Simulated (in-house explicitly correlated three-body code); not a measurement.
# Two electrons around a charge of +2.66: exact states and exact Kohn–Sham parts

The task here is to estimate one member of a computed series from the others.

Program: in-house explicitly correlated three-body code version 1. Level of theory: two electrons, non-relativistic, variational in exponentially correlated functions. These are calculated values, not measurements, unless marked.

### Starting point

```
charge of the centre : +2.66
mass of the centre   : infinite
interactions         : Coulomb
basis                : 260 functions exp(−a r1 − b r2 − g r12) a state, exponent ranges optimised
units                : hartree and bohr; relativity and QED are left out
```

The first run:

Settings:

```ini
Z = 2.66
interaction_strength = 1.0
functions = 260
states_tried = 13
```

Command:

```bash
> python run_hyl.py task.json out
```

Steps of the session up to this table: Input and results.

One table of the session follows, with a row left open; its other results are not shown here.

| state | binding (eV) | excitation (eV) | ⟨r12⟩ (bohr) |
| --- | --- | --- | --- |
| 1 ¹S | 55.2362 | 0 | 0.9955 |
| 2 ³S | ? | ? | ? |
| 2 ¹S | 10.3054 | 44.9308 | 3.372 |
| 2 ³P | 9.93297 | 45.3032 | 2.895 |
| 2 ¹P | 9.25196 | 45.9842 | 3.120 |
| 3 ³S | 4.82143 | 50.4148 | 7.083 |
| 3 ¹S | 4.42613 | 50.8101 | 7.692 |
| 3 ³P | 4.33378 | 50.9024 | 7.246 |
| 3 ¹P | 4.12777 | 51.1084 | 7.632 |
| 4 ³S | 2.60892 | 52.6273 | 13.02 |
| 4 ¹S | 2.45078 | 52.7854 | 13.85 |
| 4 ³P | 2.41407 | 52.8221 | 13.45 |
| 4 ¹P | 2.32707 | 52.9091 | 13.97 |

Estimate the missing values for 2 ³S.

As computed: binding (eV): 11.8215; excitation (eV): 43.4147; ⟨r12⟩ (bohr): 2.987. In the column «binding (eV)» it lies between 2 ¹S (10.3054) and 1 ¹S (55.2362).
